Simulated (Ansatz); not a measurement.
# C6H2CaF3O: the cost of one run

Computed with Ansatz 0.2.0 (DFT unrestricted PBE0+D3(BJ), Gaussian basis def2-TZVPPD, and further levels as typed in the inputs, unless a step's input says otherwise).

2 further runs of the same task are left out: 2 that didn't finish.

### Step 1. The system as given

Bond lengths: O1–C2 1.320 Å, C2–C3 1.392 Å, C3–C4 1.394 Å, C4–F5 1.340 Å, C4–C6 1.390 Å, C6–F7 1.340 Å, C6–C8 1.389 Å, C8–F9 1.340 Å, C2–C10 1.392 Å, C8–C10 1.392 Å, O1–Ca11 2.000 Å, C3–H12 1.084 Å, C10–H13 1.085 Å. Angles (14 of 19 angles, heavy atoms first): O1–C2–C3 119.4°, O1–C2–C10 119.6°, C3–C2–C10 120.9°, C2–O1–Ca11 180.0°, C2–C3–C4 118.9°, C3–C4–F5 119.0°, C3–C4–C6 120.8°, F5–C4–C6 120.1°, C4–C6–F7 120.2°, C4–C6–C8 119.5°, F7–C6–C8 120.3°, C6–C8–F9 120.1°, C6–C8–C10 120.6°, F9–C8–C10 119.3°.

Coordinates:

```xyz
13

O     0.0000    0.0000    2.7047
C     0.0000    0.0000    1.3847
C     0.0000   -1.2123    0.7008
C     0.0000   -1.1992   -0.6926
F     0.0000   -2.3647   -1.3544
C     0.0000    0.0005   -1.3937
F     0.0000   -0.0017   -2.7342
C     0.0000    1.2009   -0.6955
F     0.0000    2.3652   -1.3591
C     0.0000    1.2101    0.6963
Ca    0.0000    0.0000    4.7047
H     0.0000   -2.1652    1.2184
H     0.0000    2.1541    1.2320
```

### Step 2. Relaxing the atoms: C6H2CaF3O

input.yaml reads:

```yaml
relax:
  f_tol: 0.001
  max_steps: 200
crystal:
  periodic: [false, false, false]
  atoms:
    - { symbol: O, position_ang: [0.0, 0.0, 2.704716] }
    - { symbol: C, position_ang: [0.0, 0.0, 1.384716] }
    - { symbol: C, position_ang: [-1.0e-06, -1.212306, 0.700807] }
    - { symbol: C, position_ang: [-1.0e-06, -1.199176, -0.692647] }
    - { symbol: F, position_ang: [1.0e-05, -2.364726, -1.35436] }
    - { symbol: C, position_ang: [2.0e-06, 0.000504, -1.393746] }
    - { symbol: F, position_ang: [4.0e-06, -0.001746, -2.73418] }
    - { symbol: C, position_ang: [-2.0e-06, 1.200872, -0.695467] }
    - { symbol: F, position_ang: [2.0e-06, 2.36517, -1.359092] }
    - { symbol: C, position_ang: [0.0, 1.210107, 0.696339] }
    - { symbol: Ca, position_ang: [0.0, 0.0, 4.704716] }
    - { symbol: H, position_ang: [3.0e-06, -2.165185, 1.218388] }
    - { symbol: H, position_ang: [1.0e-06, 2.154136, 1.231976] }
magnetization:
  spin_polarized: true
  initial_magnetization: 1
basis:
  gaussian: { orbitals: def2-TZVPPD.json }
hamiltonian:
  xc: pbe0
  dispersion: d3bj
output:
  orbitals: {}
```

On the command line:

```bash
> ansatz run input.yaml --threads 8 --pin off --max-ram 16384MiB --backend cpu --events-out ev --progress --plain --runs-dir out
```

**Question.** How long does this run take on 8 threads of Arm Neoverse V1, shared host, and how much memory does it need?

About 4 min, with a peak of 3.4 GiB.
